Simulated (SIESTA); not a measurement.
The system is CoNiSb.

```xyz
6
Lattice="4.2433 0.0000 0.0000 -2.1216 3.6748 0.0000 0.0000 0.0000 5.3802" Properties=species:S:1:pos:R:3 pbc="T T T"
Sb    0.0000    2.4499    1.3451
Sb    2.1216    1.2249    4.0352
Ni    0.0000    2.4499    4.0352
Ni    2.1216    1.2249    1.3451
Co    0.0000    0.0000    0.0000
Co    0.0000    0.0000    2.6901
```

The cell comes from a database or a generator and needn't be the stable form of this composition.

Alike in all runs: program SIESTA 5.4.2; functional PBEsol; potentials or basis PseudoDojo 0.4 standard (PBEsol files); basis DZP (energy shift 0.003 Ry; two zetas on semicore shells); grid cutoff 800 Ry; energy shift 0.003 Ry; k mesh 7 × 7 × 5; occupations fermi-dirac, width 0.05 eV.

Starts and where they ended:

```csv
start,free energy over the lowest (meV/atom),net moment (μB),site or absolute moments (μB),gap
"collinear spin, zero start",4.8,0.00,-,none (metal or under the smearing width)
"collinear spin, fm_larger start of up to 3.5 μB",0.0,1.83,Sb -0.05; Ni +0.03; Co +0.94,none (metal or under the smearing width)
"collinear spin, ferromagnetic start of up to 2 μB",0.0,1.83,Sb -0.05; Ni +0.03; Co +0.94,none (metal or under the smearing width)
```

The spin-polarised runs without a constraint all converged, yet they end up to 5 meV/atom apart: a converged run can sit in a state that isn't the lowest. A still lower state may exist.

Caveats: the basis of atomic orbitals isn't converged, which shifts pressures, moduli and gaps.
